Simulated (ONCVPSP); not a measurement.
# An ONCV potential for chlorine, from input to tests

Do these settings give a usable potential? It is generated, then checked for transferability, scattering, ghosts and hardness.

The numbers are computed with ONCVPSP 4.0.1 (PBE, scalar-relativistic, spin-unpolarised reference atom).

**1. The design**

Typed settings, in words:

* element: chlorine (Cl, Z = 17)
* type: optimised norm-conserving Vanderbilt (ONCV)
* frozen core: [Ne]
* valence charge: 7
* reference configuration: 3s2 3p5
* partial waves: 3s: rc 1.10 bohr, ncon 4, nbas 8, qcut 5.5 1/bohr, 2 projectors, debl 2.1 Ha; 3p: rc 1.00 bohr, ncon 4, nbas 7, qcut 7.1 1/bohr, 2 projectors, debl 2.7 Ha
* local potential: polynomial inside 0.95 bohr (lpopt 4, dvloc0 1 Ha)
* core correction: not asked for

**2. Generation**

Contents of Cl.dat:

```
# ATOM AND REFERENCE CONFIGURATION
# atsym  z   nc   nv     iexc    psfile
  Cl 17.00    3    2        4      upf
#
#   n    l    f
    1    0    2.00
    2    0    2.00
    2    1    6.00
    3    0    2.00
    3    1    5.00
#
# PSEUDOPOTENTIAL AND OPTIMIZATION
# lmax
    1
#
#   l,   rc,      ep,       ncon, nbas, qcut
    0    1.10    0.00    4    8    5.50
    1    1.00    0.00    4    7    7.10
#
# LOCAL POTENTIAL
# lloc, lpopt,  rc(5),   dvloc0
    4    4    0.95    1.00
#
# VANDERBILT-KLEINMAN-BYLANDER PROJECTORs
# l, nproj, debl
    0    2    2.10
    1    2    2.70
#
# MODEL CORE CHARGE
# icmod, fcfact, rcfact
    0    0.00    0.00
#
# LOG DERIVATIVE ANALYSIS
# epsh1, epsh2, depsh
   -2.00    5.00    0.02
#
# OUTPUT GRID
# rlmax, drl
    6.00    0.01
#
# TEST CONFIGURATIONS
# ncnf
    4
# nvcnf
#   n    l    f
    2
    3    0    2.00
    3    1    4.00
#
    2
    3    0    2.00
    3    1    3.00
#
    2
    3    0    2.00
    3    1    2.00
#
    2
    3    0    2.00
    3    1    4.50
#
```

On the command line:

```console
$ oncvpsp.x < Cl.dat > Cl.out
```

What does the calculation give? Wanted: cutoffs for 1 and 0.1 mHa per electron, occupied waves; bound ghosts; GHOST(+) flags; largest test error; largest phase difference near zero energy, channels read.

The runs gave:

```
                                                quantity                 value
  cutoffs for 1 and 0.1 mHa per electron, occupied waves     129 Ha and 154 Ha
                                            bound ghosts       p at -124.21 eV
                                          GHOST(+) flags           s at 177 eV
                            largest test error (AE − PS)  +28 meV, for 3s2 3p2
largest phase difference near zero energy, channels read             0.000 rad
```

What this shows: It has a bound ghost (p), a state that the atom doesn't have, and that rules the file out. By total energies transferability is fair: the largest error is 28 meV on 77.6 eV, for 3s2 3p2. That test lies far up in energy; among those under 40 eV, nearer to bonding, the largest error is 4.7 meV. By its cutoff, 129 Ha for the looser tolerance, it is very hard. At the looser tolerance the 3p wave is the slowest; 3s needs 16 Ha. Near zero energy the phases of the channels with partial waves agree within 0.001 rad. The program also flags highly localised states, GHOST(+) (s).
